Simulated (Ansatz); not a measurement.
# FH4N3W: the cost of one run

Computed with Ansatz 0.2.0, Gaussian basis. Level: the settings change from run to run.

**1. The molecule**

The geometry comes from an earlier relaxation with PBE0-D4 in a triple-zeta def2 set; it is a stationary point, not always the lowest conformer. W takes a core potential in def2 sets; no spin-orbit term is included.

SMILES `[NH]=[W](=[NH])([NH2])[F]`, 9 atoms, charge 0, spin multiplicity 1.

Atoms are counted from 1 here; the program's logs count them from 0.

Bond lengths: N1–W2 1.749 Å, N1–H6 1.007 Å, W2–N3 1.749 Å, W2–N4 1.943 Å, W2–F5 1.882 Å, N3–H7 1.007 Å, N4–H8 1.008 Å, N4–H9 1.008 Å. Angles: W2–N1–H6 156.8°, N1–W2–N3 113.5°, N1–W2–N4 106.4°, N1–W2–F5 109.2°, N3–W2–N4 106.4°, N3–W2–F5 109.2°, N4–W2–F5 112.2°, W2–N3–H7 156.8°, W2–N4–H8 123.1°, W2–N4–H9 123.1°, H8–N4–H9 111.5°.

**2. B3LYP/def2-SVPD**

This run has D3(BJ) dispersion, high accuracy.

in.yaml reads:

```yaml
crystal:
  periodic: [false, false, false]
  atoms:
    - {symbol: N, position_ang: [-0.797533, 1.559135, 0.193849]}
    - {symbol: W, position_ang: [0.117695, 0.217667, -0.455410]}
    - {symbol: N, position_ang: [1.749930, 0.122497, 0.165498]}
    - {symbol: N, position_ang: [-0.787550, -1.399181, 0.127573]}
    - {symbol: F, position_ang: [0.177568, 0.360912, -2.331435]}
    - {symbol: H, position_ang: [-0.965936, 2.384152, 0.746696]}
    - {symbol: H, position_ang: [2.552112, 0.400367, 0.707672]}
    - {symbol: H, position_ang: [-0.297525, -2.231979, 0.414680]}
    - {symbol: H, position_ang: [-1.748751, -1.413581, 0.430877]}
basis:
  gaussian: {orbitals: def2-SVPD}
hamiltonian: {xc: {name: B3LYP}, dispersion: d3bj}
accuracy: high
```

On the command line:

```bash
> ansatz run in.yaml --threads 4 --pin off --events-out ev --progress --plain --max-ram 10444MiB
```

Q: Estimate wall time and peak memory on 4 threads of Arm Neoverse V2, shared host.

About 5.5 s, with a peak of 0.76 GiB.
